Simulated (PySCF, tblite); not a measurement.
# C₄H₇FO₃Si: geometry, infrared bands and NMR shifts

What infrared bands and NMR shifts should C₄H₇FO₃Si (`C[C@@H](F)[Si@H](C=O)C(=O)O`) show?

Computed with tblite 0.8.0 and PySCF 2.14.0, with density-fitted response routines of our own, on a single molecule in the gas phase. Atoms are numbered from 0 throughout.

## Step 1: The starting structure

16 atoms, charge 0, multiplicity 1; geometry from: force field or distance geometry start.

Bonds of the start (Å): C0–C1 1.49, C1–F2 1.39, C1–Si3 1.86, Si3–C4 1.85, C4–O5 1.22, Si3–C6 1.83, C6–O7 1.27, C6–O8 1.38, C0–H9 1.12, C0–H10 1.14, C0–H11 1.11, C1–H12 1.10, Si3–H13 1.48, C4–H14 1.08, O8–H15 1.02.

## Step 2: Relaxing the molecule with GFN2-xTB

What the job is given:

```
{"job": {"kind": "relax", "xc": "GFN2-xTB", "basis": "xTB"}, "charge": 0, "multiplicity": 1}
C     -1.949800    -0.461300    -1.022700
C     -1.081300     0.525700    -0.324900
F     -1.881200     1.202900     0.587600
Si     0.264500    -0.235200     0.711900
C      0.787000     1.073100     1.918200
O      1.367500     2.029700     1.440800
C      1.733700    -0.769300    -0.248100
O      2.131000    -1.971000    -0.116400
O      2.440400     0.063500    -1.097300
H     -2.419700    -1.171100    -0.296500
H     -2.819500     0.140300    -1.446700
H     -1.484200    -0.985500    -1.878600
H     -0.696700     1.270600    -1.038000
H     -0.231600    -1.437100     1.427800
H      0.579300     1.007400     2.980500
H      3.253000    -0.273600    -1.609200
```

Launch:

```bash
OMP_NUM_THREADS=1 python probes_run.py task.json out
```

The driver reads the jobs from task.json and runs them one after another.

Standard output:

```text
step      E/eV     max force
  0    -835.49090    6.125
  1    -835.81644    5.395
  2    -836.01185    1.104
  3    -836.05352    0.615
  4    -836.12772    0.767
  5    -836.15549    0.728
  6    -836.18450    0.545
  7    -836.19805    0.300
  8    -836.20542    0.194
  9    -836.20923    0.148
 10    -836.21179    0.161
 11    -836.21406    0.106
 12    -836.21580    0.106
 13    -836.21739    0.088
 14    -836.21898    0.123
 15    -836.22064    0.119
 16    -836.22210    0.116
 17    -836.22326    0.106
 18    -836.22422    0.098
 19    -836.22515    0.085
 20    -836.22617    0.114
 21    -836.22735    0.108
 22    -836.22885    0.113
 23    -836.23078    0.132
 24    -836.23295    0.143
 25    -836.23485    0.131
 26    -836.23623    0.091
 27    -836.23748    0.084
 28    -836.23897    0.108
 29    -836.24048    0.136
 30    -836.24184    0.102
 31    -836.24324    0.101
 32    -836.24504    0.119
 33    -836.24735    0.135
 34    -836.24986    0.143
 35    -836.25198    0.120
 36    -836.25354    0.094
 37    -836.25478    0.083
 38    -836.25587    0.089
 39    -836.25678    0.087
 40    -836.25747    0.085
 41    -836.25808    0.084
 42    -836.25870    0.072
 43    -836.25971    0.096
 44    -836.26027    0.104
 45    -836.26103    0.074
 46    -836.26155    0.058
 47    -836.26206    0.054
 48    -836.26262    0.092
 49    -836.26328    0.106
 50    -836.26386    0.064
 51    -836.26434    0.129
 52    -836.26480    0.072
 53    -836.26530    0.089
 54    -836.26580    0.092
 55    -836.26616    0.072
 56    -836.26641    0.056
 57    -836.26675    0.052
 58    -836.26736    0.075
 59    -836.26831    0.098
 60    -836.26952    0.103
 61    -836.27063    0.086
 62    -836.27139    0.071
 63    -836.27188    0.064
 64    -836.27211    0.064
 65    -836.27249    0.073
 66    -836.27277    0.080
 67    -836.27327    0.053
 68    -836.27361    0.047
 69    -836.27409    0.061
 70    -836.27459    0.072
 71    -836.27508    0.058
 72    -836.27542    0.038
 73    -836.27569    0.047
 74    -836.27597    0.046
 75    -836.27632    0.062
 76    -836.27672    0.057
 77    -836.27699    0.104
 78    -836.27729    0.063
 79    -836.27755    0.046
 80    -836.27793    0.045
 81    -836.27808    0.030
 82    -836.27827    0.025
 83    -836.27836    0.032
 84    -836.27852    0.049
 85    -836.27876    0.067
 86    -836.27911    0.052
 87    -836.27946    0.057
 88    -836.27974    0.057
 89    -836.27997    0.075
 90    -836.28025    0.105
 91    -836.28063    0.096
 92    -836.28098    0.070
 93    -836.28126    0.047
 94    -836.28147    0.044
 95    -836.28170    0.074
 96    -836.28199    0.063
 97    -836.28239    0.036
 98    -836.28254    0.021
 99    -836.28259    0.019
100    -836.28261    0.021
101    -836.28263    0.020
102    -836.28266    0.013
103    -836.28269    0.014
104    -836.28270    0.010
105    -836.28272    0.015
106    -836.28275    0.012
107    -836.28278    0.019
108    -836.28282    0.014
109    -836.28285    0.015
110    -836.28288    0.015
111    -836.28293    0.016
112    -836.28299    0.020
113    -836.28305    0.018
114    -836.28311    0.030
115    -836.28315    0.021
116    -836.28324    0.029
117    -836.28330    0.020
118    -836.28338    0.030
119    -836.28341    0.009
```

It took 1.3 s on 1 thread of Arm Neoverse N1, shared host; peak memory 0.18 GiB.

Along the way: (not every step is listed)

```tsv
step	energy from step 0 (eV)	largest force (eV/Å)
0	0.0000	6.1249
1	-0.3255	5.3955
2	-0.5209	1.1043
3	-0.5626	0.6147
4	-0.6368	0.7670
5	-0.6646	0.7280
6	-0.6936	0.5453
7	-0.7071	0.2996
8	-0.7145	0.1937
18	-0.7333	0.0982
28	-0.7481	0.1085
38	-0.7650	0.0890
48	-0.7717	0.0916
58	-0.7765	0.0753
68	-0.7827	0.0469
78	-0.7864	0.0635
88	-0.7888	0.0570
98	-0.7916	0.0214
108	-0.7919	0.0136
114	-0.7922	0.0298
115	-0.7922	0.0207
116	-0.7923	0.0295
117	-0.7924	0.0199
118	-0.7925	0.0296
119	-0.7925	0.0094
```

Close pairs (by a distance rule), those that changed most:

```tsv
bond	before (Å)	after (Å)	change (Å)
Si3–C6	1.835	1.920	+0.086
Si3–C4	1.855	1.932	+0.077
C6–O7	1.273	1.202	-0.071
C1–Si3	1.861	1.930	+0.069
C0–H10	1.139	1.088	-0.051
C6–O8	1.384	1.337	-0.046
O8–H15	1.018	0.974	-0.044
C0–C1	1.488	1.521	+0.032
```

The end geometry stands in the next job.

## Step 3: Vibrational analysis with GFN2-xTB

What the job is given:

```
{"job": {"kind": "ir", "xc": "GFN2-xTB", "basis": "xTB"}, "charge": 0, "multiplicity": 1}
C     -1.831164    -0.445761    -1.147096
C     -1.112172     0.523527    -0.221736
F     -2.041727     1.076901     0.658140
Si     0.271710    -0.276986     0.860171
C      0.930585     1.135410     2.002147
O      2.026953     1.621543     1.923061
C      1.698291    -0.870294    -0.279879
O      2.422548    -1.807281    -0.075604
O      1.820367    -0.080965    -1.352208
H     -2.261812    -1.266518    -0.579286
H     -2.631365     0.064455    -1.679910
H     -1.125679    -0.846506    -1.868898
H     -0.731316     1.375406    -0.800053
H     -0.241321    -1.368580     1.687508
H      0.216147     1.515313     2.762141
H      2.582356    -0.340719    -1.899910
```

Standard output:

```text
mode    cm-1     km/mol
  1      25.8      1.69
  2      35.2      4.99
  3      41.1      6.65
  4      69.5      1.06
  5      74.0      5.60
  6     113.3      1.45
  7     198.5      0.38
  8     234.8      5.82
  9     262.1      2.69
 10     269.1      9.52
 11     351.1      9.64
 12     415.9      6.13
 13     440.6     57.52
 14     493.1     39.49
 15     574.4     77.57
 16     609.3    117.11
 17     649.4     27.56
 18     666.3     24.07
 19     698.0    154.13
 20     723.8     39.40
 21     784.4     63.83
 22     901.4     26.02
 23     999.1     11.23
 24    1062.8     41.98
 25    1108.4    101.75
 26    1112.7    133.63
 27    1205.2     40.50
 28    1231.9     16.16
 29    1276.4      2.47
 30    1346.6     52.78
 31    1399.0      8.56
 32    1473.8      2.90
 33    1491.8      7.02
 34    1744.5    216.62
 35    1767.3    371.34
 36    2281.5    218.76
 37    2712.8    102.05
 38    2895.0     24.89
 39    3031.7     16.22
 40    3048.0     15.39
 41    3055.7     16.21
 42    3376.8     22.19
```

It took 0.93 s on 1 thread of Arm Neoverse N1, shared host; peak memory 0.18 GiB.

Which atoms move in the most intense modes:

```tsv
cm⁻¹	km/mol	atoms
609	117.1	H13 70 %, Si3 12 %
698	154.1	H15 64 %, C6 17 %, O8 12 %
1108	101.8	O8 24 %, C1 17 %, H15 13 %, C6 13 %
1113	133.6	O8 20 %, C1 20 %, H15 13 %, C0 11 %
1744	216.6	C4 53 %, O5 39 %
1767	371.3	C6 56 %, O7 35 %
2282	218.8	H13 97 %
2713	102.0	H14 94 %
```

## Step 4: Shielding tensors: PBE0/pcSseg-1

The job, as its differences from that of step 3:

```diff
@@ -1,2 +1,2 @@
-{"job": {"kind": "ir", "xc": "GFN2-xTB", "basis": "xTB"}, "charge": 0, "multiplicity": 1}
+{"job": {"kind": "nmr", "xc": "PBE0", "basis": "pcSseg-1"}, "charge": 0, "multiplicity": 1}
 C     -1.831164    -0.445761    -1.147096
```

Method: GIAO PBE0/pcSseg-1 NMR shielding, non-relativistic, gas phase.

Standard output:

```text
coarse grid: 14656 points
cycle   1  E = -770.5713797354  dE =  1.283e+00  |g| = 1.202e+00  |ddm| = 3.608e+00
cycle   2  E = -769.7127449390  dE =  8.586e-01  |g| = 2.425e+00  |ddm| = 2.337e+00
cycle   3  E = -770.8219630925  dE = -1.109e+00  |g| = 3.439e-01  |ddm| = 1.808e+00
cycle   4  E = -770.8413721118  dE = -1.941e-02  |g| = 1.320e-01  |ddm| = 2.660e-01
cycle   5  E = -770.8440340146  dE = -2.662e-03  |g| = 4.058e-02  |ddm| = 8.653e-02
cycle   6  E = -770.8443135986  dE = -2.796e-04  |g| = 1.743e-02  |ddm| = 3.295e-02
cycle   7  E = -770.8443653998  dE = -5.180e-05  |g| = 4.806e-03  |ddm| = 1.178e-02
cycle   8  E = -770.8443699451  dE = -4.545e-06  |g| = 9.970e-04  |ddm| = 3.540e-03
final grid: 139592 points
cycle   9  E = -770.9347177715  dE = -1.287e-05  |g| = 1.598e-02  |ddm| = 2.241e-02
cycle  10  E = -770.9346021722  dE =  1.156e-04  |g| = 2.972e-02  |ddm| = 2.472e-02
cycle  11  E = -770.9347627620  dE = -1.606e-04  |g| = 3.472e-03  |ddm| = 1.720e-02
cycle  12  E = -770.9347650929  dE = -2.331e-06  |g| = 4.190e-04  |ddm| = 2.138e-03
cycle  13  E = -770.9347651153  dE = -2.241e-08  |g| = 2.040e-04  |ddm| = 3.978e-04
cycle  14  E = -770.9347651225  dE = -7.255e-09  |g| = 7.353e-05  |ddm| = 1.658e-04
cycle  15  E = -770.9347651234  dE = -8.854e-10  |g| = 2.587e-05  |ddm| = 5.290e-05
converged SCF energy = -770.9347651234

GIAO shielding tensors (ppm)
atom      isotropic    diamagn.    paramagn.     s11        s22        s33       span
  0 C      164.944     248.540     -83.596    147.308    163.852    183.671     36.363
  1 C       96.847     250.455    -153.608     51.789     72.705    166.048    114.259
  2 F      416.583     474.085     -57.502    378.202    407.239    464.307     86.105
  3 Si     400.164     881.376    -481.212    358.801    414.549    427.142     68.341
  4 C      -52.920     253.457    -306.377   -162.013    -89.533     92.787    254.801
  5 O     -611.562     397.909   -1009.471  -1687.692   -556.863    409.868   2097.560
  6 C        6.445     254.275    -247.830   -101.171     40.244     80.261    181.432
  7 O     -186.738     400.196    -586.934   -521.497   -278.459    239.741    761.238
  8 O       97.891     393.870    -295.979    -83.058    141.244    235.486    318.544
  9 H       29.980      29.803       0.176     26.481     28.504     34.953      8.472
 10 H       29.587      28.148       1.438     25.829     26.977     35.954     10.124
 11 H       30.446      30.592      -0.147     26.096     29.516     35.725      9.629
 12 H       26.274      31.839      -5.566     23.775     25.608     29.438      5.663
 13 H       27.124      29.232      -2.108     23.952     26.406     31.015      7.064
 14 H       19.437      27.256      -7.819     13.932     20.045     24.332     10.400
 15 H       24.972      30.167      -5.194     18.205     23.500     33.211     15.006
```

Wall time 63 s (1 thread of Arm Neoverse N1, shared host); peak memory 0.86 GiB.

Shifts follow as δ = σ(reference) − σ, with reference shieldings (ppm) from runs at the same level and on the same kind of geometry: 1H TMS 31.72, 13C TMS 186.9, 29Si TMS 349.2, 19F CFCl3 170.9, 17O H2O 336.1. The references are single molecules in the gas phase, so shifts against H2O, NH3, PH3, H3PO4 or CFCl3 are not on the usual liquid scales and can be off by tens of ppm. Atoms listed in one row are averaged.

```tsv
atoms	environment	σ (ppm)	δ (ppm)	δ scaled to CDCl3
C4	carbonyl carbon	-52.9	239.8	232.2
C6	carbonyl carbon	6.4	180.5	174.2
C1	sp3 CH bonded to F and Si	96.8	90.1	86.0
C0	methyl carbon	164.9	22.0	19.5
H14	hydrogen on a carbonyl carbon	19.44	12.28	11.68
H15	hydrogen on an acid hydroxyl oxygen	24.97	6.74	–
H12	hydrogen on an sp3 CH bonded to F and Si	26.27	5.44	5.24
H13	hydrogen on a silicon bonded to 3 C	27.12	4.59	–
H9, H10, H11	hydrogen on a methyl carbon	30.00	1.71	1.72
F2	fluorine on an sp3 carbon	416.6	-245.6	–
Si3	silicon bonded to 3 C, H	400.2	-51.0	–
O5	carbonyl oxygen	-611.6	947.6	–
O7	carbonyl oxygen	-186.7	522.8	–
O8	acid hydroxyl oxygen	97.9	238.2	–
```

The scaled column applies a straight-line fit of computed shieldings to shifts measured in CDCl3, and one for carbons that bear F (root-mean-square error 0.16 ppm for H, 1.9 ppm for C).

Charges from the same density, by scheme (e):

```tsv
atoms	Mulliken	IAO	Hirshfeld	ESP fit
C0	-0.27	-0.43	-0.13	-0.43
C1	-0.15	-0.07	-0.02	0.32
F2	-0.34	-0.33	-0.12	-0.29
Si3	0.81	0.79	0.36	0.16
C4	-0.04	0.02	0.05	0.33
O5	-0.32	-0.35	-0.20	-0.40
C6	0.20	0.29	0.12	0.61
O7	-0.38	-0.43	-0.26	-0.51
O8	-0.36	-0.48	-0.17	-0.63
```

Mayer bond orders: C0–C1 1.05, C1–F2 0.82, C1–Si3 0.88, Si3–C4 0.85, C4–O5 1.95, Si3–C6 0.77, C6–O7 1.92, C6–O8 1.09.

Orbitals, density, ELF and potential are computed afterwards from the orbital file.

Frontier orbitals at PBE0/pcSseg-1, with the share of their density that lies nearest to each atom:

```tsv
orbital	energy (eV)	lies on
HOMO	-7.20	O5 52 %; H14 15 %; C4 12 %
LUMO	-1.73	C4 40 %; O5 31 %; H14 8 %
```

ELF in a plane through or near 6 of the atoms.

Ten even steps from ' ' (0.00) to '@' (1.00):
```
                                                        
                                                        
                                                        
                                                        
                    ::::....                            
                    ::------::      --::                
                  ..++####++--    %%@@@@**              
                ::==**##==..    --@@@@@@##..            
                ..==++++--..    ..##@@%%++++==--        
                  ..==++----++====##::::%%@@@@%%::      
        ..--++--  ..==::..**@@%%::%%%%**@@@@@@@@::      
        --++####==++@@%%--##%%##..==--..--****--        
        --++**##****==%%==....--####**::                
        --==++==++==%%++    ..##%%++%%**..              
                ##@@@@@@::  ..++####**--                
                %%@@@@@@==    ::--::..                  
                **@@@@##..                              
                                                        
                                                        
                                                        
```
The map spans 11.4 Å across and 10.7 Å up, centred on the molecule. Atoms in the plane (x, y in Å): C0 (2.2, 0.2), C1 (1.0, -0.6), F2 (1.4, -1.9), C4 (-1.9, -1.6), H11 (2.0, 1.3), H14 (-1.7, -2.7).

On the surface of density 0.002 e/bohr³ the electrostatic potential runs, from the 1st to the 99th percentile, from -1.39 V near O7 to 2.34 V near H15.

## Step 5: What came out

| quantity | value |
| --- | --- |
| strongest single infrared mode (GFN2-xTB) | 1767 cm⁻¹, 371 km/mol |
| zero-point energy (GFN2-xTB) | 66.1 kcal/mol |
| 13C shifts against TMS (PBE0/pcSseg-1) | 239.8, 180.5, 90.1, 22.0 ppm |
| 1H shifts against TMS (PBE0/pcSseg-1, means over atoms taken as alike) | 12.28, 6.74, 5.44, 4.59, 1.71 ppm |
| 19F shifts against CFCl3 (PBE0/pcSseg-1) | -245.6 ppm |
| 29Si shifts against TMS (PBE0/pcSseg-1) | -51.0 ppm |
| 17O shifts against H2O (PBE0/pcSseg-1) | 947.6, 522.8, 238.2 ppm |
| surface potential, 1st and 99th percentile | -1.39 V and 2.34 V |

**Reading.** Relaxing lowered the energy by 0.793 eV in 119 steps; the close pair that moved most is Si3–C6, from 1.835 to 1.920 Å. No mode is imaginary among the 42: a minimum at this level. The strongest single mode, at 1767 cm⁻¹, moves mainly C6 and O7. Unscaled tight-binding wavenumbers are off by several per cent, some by more. Its intensities can rank the bands wrongly. At PBE0/pcSseg-1: The widest tensor belongs to O5: span 2098 ppm, with a paramagnetic part of -1009 ppm. By nearest atom (PBE0/pcSseg-1), the HOMO sits on O5 52 %; H14 15 % and the LUMO on C4 40 %; O5 31 %.
